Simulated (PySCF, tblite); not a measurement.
# C5H10BP: dynamics, then NMR shifts on frames, part 2 of 2

tblite 0.8.0 and PySCF 2.14.0. Atoms count from 0. Earlier steps stand in the parts before.

## (5) Shielding tensors: 625 fs, PBE0/pcSseg-1

The job: settings as JSON, then the geometry in Å.

```
{"job": {"kind": "nmr", "xc": "PBE0", "basis": "pcSseg-1", "pop": false}, "charge": 0, "multiplicity": 1}
B     -2.296200     2.265400     0.586500
P     -1.272400     0.556600     0.876300
C     -2.209700    -1.083600     0.429000
C      0.072600     0.078500     2.062800
C      0.544700     0.167900     0.834200
C      1.745300    -0.003400     0.129600
C      1.951100     0.034700    -1.174900
H     -2.792100     2.075500    -0.491800
H     -1.513900     3.199700     0.656000
H     -3.074500     2.055600     1.516400
H     -1.787100    -1.555400    -0.478800
H     -2.159100    -1.720800     1.381200
H     -3.254800    -0.864800     0.195200
H      0.375400    -0.029000     3.091900
H      2.607200    -0.195500     0.833900
H      2.983800    -0.152500    -1.604600
H      1.153100     0.255500    -1.846000
```

With the program's defaults for keys left out, this is: GIAO PBE0/pcSseg-1 NMR shielding, non-relativistic, gas phase.

Standard output:

```text
coarse grid: 14344 points
cycle   1  E = -562.0842710481  dE =  6.478e-01  |g| = 4.272e-01  |ddm| = 3.708e+00
cycle   2  E = -562.0888718756  dE = -4.601e-03  |g| = 4.163e-01  |ddm| = 1.087e+00
cycle   3  E = -562.1402074793  dE = -5.134e-02  |g| = 8.752e-02  |ddm| = 5.695e-01
cycle   4  E = -562.1420280339  dE = -1.821e-03  |g| = 3.819e-02  |ddm| = 1.510e-01
cycle   5  E = -562.1423938769  dE = -3.658e-04  |g| = 1.194e-02  |ddm| = 4.822e-02
cycle   6  E = -562.1424342913  dE = -4.041e-05  |g| = 1.424e-03  |ddm| = 1.635e-02
cycle   7  E = -562.1424347903  dE = -4.990e-07  |g| = 3.963e-04  |ddm| = 1.816e-03
final grid: 132896 points
cycle   8  E = -562.1854429721  dE = -2.644e-05  |g| = 7.179e-03  |ddm| = 2.970e-02
cycle   9  E = -562.1854373821  dE =  5.590e-06  |g| = 8.592e-03  |ddm| = 1.557e-02
cycle  10  E = -562.1854568436  dE = -1.946e-05  |g| = 1.586e-03  |ddm| = 9.817e-03
cycle  11  E = -562.1854575244  dE = -6.808e-07  |g| = 3.017e-04  |ddm| = 1.853e-03
cycle  12  E = -562.1854575466  dE = -2.221e-08  |g| = 8.666e-05  |ddm| = 3.624e-04
cycle  13  E = -562.1854575489  dE = -2.301e-09  |g| = 1.418e-05  |ddm| = 1.258e-04
cycle  14  E = -562.1854575489  dE = -3.877e-11  |g| = 7.924e-06  |ddm| = 2.092e-05
converged SCF energy = -562.1854575489

GIAO shielding tensors (ppm)
atom      isotropic    diamagn.    paramagn.     s11        s22        s33       span
  0 B      137.633     190.453     -52.820    114.423    137.841    160.635     46.211
  1 P      452.295     966.202    -513.907    217.806    240.834    898.243    680.437
  2 C      157.826     252.882     -95.056    124.084    157.278    192.115     68.031
  3 C       48.743     263.543    -214.800    -72.777     46.949    172.057    244.834
  4 C       37.686     261.098    -223.413    -88.183     38.251    162.989    251.172
  5 C       56.187     255.889    -199.701    -54.773     67.813    155.522    210.294
  6 C       50.668     256.850    -206.182    -55.653     47.302    160.356    216.009
  7 H       29.696      29.398       0.297     26.899     29.048     33.139      6.240
  8 H       30.114      28.239       1.875     26.533     28.113     35.697      9.165
  9 H       28.993      27.466       1.527     25.447     28.067     33.463      8.016
 10 H       29.243      31.715      -2.472     24.613     28.316     34.799     10.186
 11 H       29.132      28.480       0.652     24.518     27.530     35.347     10.829
 12 H       30.044      29.453       0.591     26.040     28.175     35.916      9.876
 13 H       23.195      34.163     -10.968     21.014     24.005     24.566      3.552
 14 H       24.047      29.193      -5.146     20.611     24.306     27.225      6.614
 15 H       24.641      27.254      -2.613     23.224     23.358     27.343      4.119
 16 H       25.643      33.952      -8.309     22.701     24.622     29.606      6.905
```

It took 20 s on 1 thread of Arm Neoverse V2, shared host; peak memory 0.82 GiB.

This run: δ C4 149.2, C3 138.2, C6 136.3, C5 130.7, H13 8.52, H14 7.67 ppm.

## (6) Shielding tensors: 800 fs, PBE0/pcSseg-1

The job: settings as JSON, then the geometry in Å.

```
{"job": {"kind": "nmr", "xc": "PBE0", "basis": "pcSseg-1", "pop": false}, "charge": 0, "multiplicity": 1}
B     -2.062900     2.226700     0.646400
P     -1.600900     0.451300     1.197700
C     -2.217300    -1.041300     0.325400
C     -0.339800    -0.099100     2.408100
C      0.205600     0.035300     1.222600
C      1.422400    -0.158400     0.474500
C      1.608700     0.450100    -0.683400
H     -1.646800     2.363400    -0.500000
H     -1.531500     2.916100     1.448400
H     -3.309300     2.265300     0.660800
H     -1.507200    -1.710400    -0.168500
H     -2.647900    -1.695900     1.056700
H     -2.967100    -0.726100    -0.381600
H     -0.140500    -0.526100     3.388500
H      2.115000    -0.954300     0.770500
H      2.527300     0.356200    -1.240400
H      0.849600     1.100000    -1.021700
```

Method: GIAO PBE0/pcSseg-1 NMR shielding, non-relativistic, gas phase.

Standard output:

```text
coarse grid: 14344 points
cycle   1  E = -562.0704628987  dE =  8.834e-01  |g| = 4.721e-01  |ddm| = 3.752e+00
cycle   2  E = -562.0710022596  dE = -5.394e-04  |g| = 4.739e-01  |ddm| = 1.239e+00
cycle   3  E = -562.1352400204  dE = -6.424e-02  |g| = 1.203e-01  |ddm| = 6.912e-01
cycle   4  E = -562.1389778182  dE = -3.738e-03  |g| = 3.332e-02  |ddm| = 1.788e-01
cycle   5  E = -562.1392437208  dE = -2.659e-04  |g| = 9.756e-03  |ddm| = 3.901e-02
cycle   6  E = -562.1392689603  dE = -2.524e-05  |g| = 2.935e-03  |ddm| = 1.452e-02
cycle   7  E = -562.1392709990  dE = -2.039e-06  |g| = 1.048e-03  |ddm| = 3.560e-03
final grid: 132896 points
cycle   8  E = -562.1818818689  dE = -3.402e-05  |g| = 8.582e-03  |ddm| = 3.644e-02
cycle   9  E = -562.1818685314  dE =  1.334e-05  |g| = 1.110e-02  |ddm| = 2.060e-02
cycle  10  E = -562.1819005926  dE = -3.206e-05  |g| = 2.357e-03  |ddm| = 1.359e-02
cycle  11  E = -562.1819020418  dE = -1.449e-06  |g| = 2.782e-04  |ddm| = 2.290e-03
cycle  12  E = -562.1819020592  dE = -1.734e-08  |g| = 1.111e-04  |ddm| = 3.700e-04
cycle  13  E = -562.1819020624  dE = -3.271e-09  |g| = 4.149e-05  |ddm| = 1.809e-04
cycle  14  E = -562.1819020629  dE = -4.505e-10  |g| = 1.283e-05  |ddm| = 7.028e-05
converged SCF energy = -562.1819020629

GIAO shielding tensors (ppm)
atom      isotropic    diamagn.    paramagn.     s11        s22        s33       span
  0 B      143.251     188.765     -45.514    126.413    140.226    163.115     36.701
  1 P      496.915     967.014    -470.099    239.417    313.719    937.611    698.195
  2 C      171.348     252.472     -81.124    140.635    170.092    203.318     62.683
  3 C       59.436     262.538    -203.102    -61.885     78.957    161.236    223.121
  4 C       33.616     262.916    -229.300   -110.745     42.827    168.766    279.511
  5 C       55.847     256.430    -200.583    -63.734     75.075    156.200    219.935
  6 C       44.990     257.222    -212.232    -75.624     45.882    164.713    240.337
  7 H       29.053      29.079      -0.025     25.004     29.174     32.982      7.978
  8 H       31.130      28.357       2.773     27.488     28.646     37.257      9.770
  9 H       29.357      27.184       2.173     26.226     28.185     33.660      7.433
 10 H       30.614      33.111      -2.497     25.456     29.482     36.904     11.448
 11 H       31.093      28.980       2.113     26.451     28.852     37.978     11.527
 12 H       30.906      30.433       0.474     26.015     28.581     38.123     12.107
 13 H       23.611      32.905      -9.295     21.635     23.446     25.750      4.114
 14 H       24.451      30.849      -6.398     22.095     24.277     26.982      4.888
 15 H       25.184      30.166      -4.983     22.419     25.150     27.982      5.564
 16 H       25.240      34.364      -9.124     22.086     23.855     29.779      7.693
```

Run time: 23 s. Hardware: 1 thread of Arm Neoverse V2, shared host; peak memory 0.85 GiB.

In short: δ C4 153.3, C6 141.9, C5 131.1, C3 127.5, H13 8.11, H14 7.27 ppm.

## (7) Nuclear shieldings: 1000 fs, PBE0/pcSseg-1

The job: settings as JSON, then the geometry in Å.

```
{"job": {"kind": "nmr", "xc": "PBE0", "basis": "pcSseg-1", "pop": false}, "charge": 0, "multiplicity": 1}
B     -2.444200     2.705400     1.143900
P     -1.759400     0.892700     1.071800
C     -2.908200    -0.394300     0.418700
C     -0.712700     0.016200     2.292000
C      0.019800     0.194700     1.204200
C      1.417700     0.061800     0.762400
C      1.593100    -0.125500    -0.519800
H     -2.804900     2.718500     0.075900
H     -1.546900     3.384400     1.409600
H     -3.299200     2.536100     1.968700
H     -2.831400    -1.313900     1.002400
H     -3.867500     0.049100     0.327800
H     -2.552800    -0.650800    -0.568300
H     -0.559700    -0.263300     3.289000
H      2.145900    -0.135900     1.549200
H      2.562900    -0.383000    -0.897600
H      0.830800    -0.242200    -1.306900
```

Method: GIAO PBE0/pcSseg-1 NMR shielding, non-relativistic, gas phase.

Standard output:

```text
coarse grid: 14344 points
cycle   1  E = -562.0588454810  dE =  8.657e-01  |g| = 4.859e-01  |ddm| = 3.759e+00
cycle   2  E = -562.0667716138  dE = -7.926e-03  |g| = 4.635e-01  |ddm| = 1.154e+00
cycle   3  E = -562.1290815362  dE = -6.231e-02  |g| = 8.515e-02  |ddm| = 5.877e-01
cycle   4  E = -562.1307049234  dE = -1.623e-03  |g| = 3.710e-02  |ddm| = 1.238e-01
cycle   5  E = -562.1310211425  dE = -3.162e-04  |g| = 1.336e-02  |ddm| = 4.667e-02
cycle   6  E = -562.1310706296  dE = -4.949e-05  |g| = 1.789e-03  |ddm| = 1.849e-02
cycle   7  E = -562.1310711788  dE = -5.491e-07  |g| = 1.163e-03  |ddm| = 3.380e-03
final grid: 132896 points
cycle   8  E = -562.1732752155  dE = -3.449e-05  |g| = 8.579e-03  |ddm| = 3.064e-02
cycle   9  E = -562.1732660305  dE =  9.185e-06  |g| = 1.040e-02  |ddm| = 1.934e-02
cycle  10  E = -562.1732942495  dE = -2.822e-05  |g| = 2.074e-03  |ddm| = 1.252e-02
cycle  11  E = -562.1732954746  dE = -1.225e-06  |g| = 2.827e-04  |ddm| = 2.431e-03
cycle  12  E = -562.1732954933  dE = -1.870e-08  |g| = 1.013e-04  |ddm| = 3.666e-04
cycle  13  E = -562.1732954959  dE = -2.584e-09  |g| = 3.804e-05  |ddm| = 1.433e-04
cycle  14  E = -562.1732954962  dE = -3.407e-10  |g| = 1.017e-05  |ddm| = 4.753e-05
converged SCF energy = -562.1732954962

GIAO shielding tensors (ppm)
atom      isotropic    diamagn.    paramagn.     s11        s22        s33       span
  0 B      146.296     193.689     -47.393    126.697    144.921    167.270     40.573
  1 P      436.526     965.916    -529.391    173.317    254.722    881.537    708.220
  2 C      169.085     257.696     -88.611    135.732    169.485    202.038     66.306
  3 C       50.700     264.674    -213.974    -76.123     50.795    177.428    253.551
  4 C       18.956     258.493    -239.537   -125.139     34.582    147.424    272.564
  5 C       54.610     256.937    -202.327    -58.800     69.399    153.231    212.030
  6 C       50.728     254.988    -204.260    -54.442     42.368    164.260    218.702
  7 H       31.554      31.076       0.478     28.381     30.731     35.550      7.170
  8 H       31.870      29.673       2.197     27.729     30.027     37.854     10.125
  9 H       30.076      28.831       1.245     26.553     29.310     34.366      7.813
 10 H       30.715      30.887      -0.172     25.859     28.819     37.467     11.608
 11 H       30.785      30.217       0.568     26.281     29.214     36.859     10.578
 12 H       30.154      33.962      -3.809     25.378     29.089     35.994     10.616
 13 H       24.040      35.304     -11.264     21.209     24.948     25.963      4.754
 14 H       24.157      30.731      -6.574     22.330     23.450     26.691      4.360
 15 H       26.067      29.882      -3.814     23.829     25.392     28.981      5.152
 16 H       25.028      32.610      -7.582     22.516     23.846     28.721      6.204
```

Run time: 21 s. Hardware: 1 thread of Arm Neoverse V2, shared host; peak memory 0.82 GiB.

In short: δ C4 168.0, C3 136.2, C6 136.2, C5 132.3, H13 7.68, H14 7.56 ppm.

## (8) Side by side: NMR shifts

Shifts (ppm) of some atoms, chosen among heavy atoms and hydrogens apart, with basis size and wall time:

```
  frame     C4     C6     C3    C2    H7   H11      P1  functions  time
 250 fs  160.1  140.2  139.6  25.1  1.55  1.53  -131.4        176  19 s
 425 fs  166.1  132.6  142.4  26.3  1.57  2.47  -116.7        176  19 s
 625 fs  149.2  136.3  138.2  29.1  2.02  2.59  -133.9        176  20 s
 800 fs  153.3  141.9  127.5  15.6  2.66  0.62  -178.5        176  23 s
1000 fs  168.0  136.2  136.2  17.8  0.16  0.93  -118.2        176  21 s
```

## (9) Outcome

What follows sums up all 2 parts.

| quantity | value |
| --- | --- |
| thermostat | 300 K |
| mean temperature, second half | 305 K |
| mean potential energy above the minimum | 0.55 eV |
| ¹³C shifts against TMS (PBE0/pcSseg-1, 250 fs) | 160.1, 140.2, 139.6, 134.5, 25.1 ppm |
| ¹H shifts against TMS (PBE0/pcSseg-1, 250 fs) | 8.86, 7.23, 6.64, 5.67, 2.39, 1.55, 1.53, 1.20, 1.19, -0.06 ppm |
| ¹¹B shifts against BF3·OEt2 (PBE0/pcSseg-1, 250 fs) | -44.5 ppm |
| ³¹P shifts against H3PO4 (PBE0/pcSseg-1, 250 fs) | -131.4 ppm |
| range of the shift of P1 | -178.5 to -116.7 ppm |

**Reading.** In the second half the potential energy averages 0.55 eV above the minimum; equipartition over 45 harmonic modes at 300 K would give 0.58 eV. With 17 atoms the temperature swings widely (157 to 443 K). Shifts at one fixed geometry are not the observed spectrum, which averages over the motion. In the first frame run (250 fs): Shielding is most anisotropic at P1 (span 681 ppm, paramagnetic term -519 ppm). In ppm, P1 moves most: its shift spreads over 61.8 ppm, from -178.5 (800 fs) to -116.7 (425 fs).
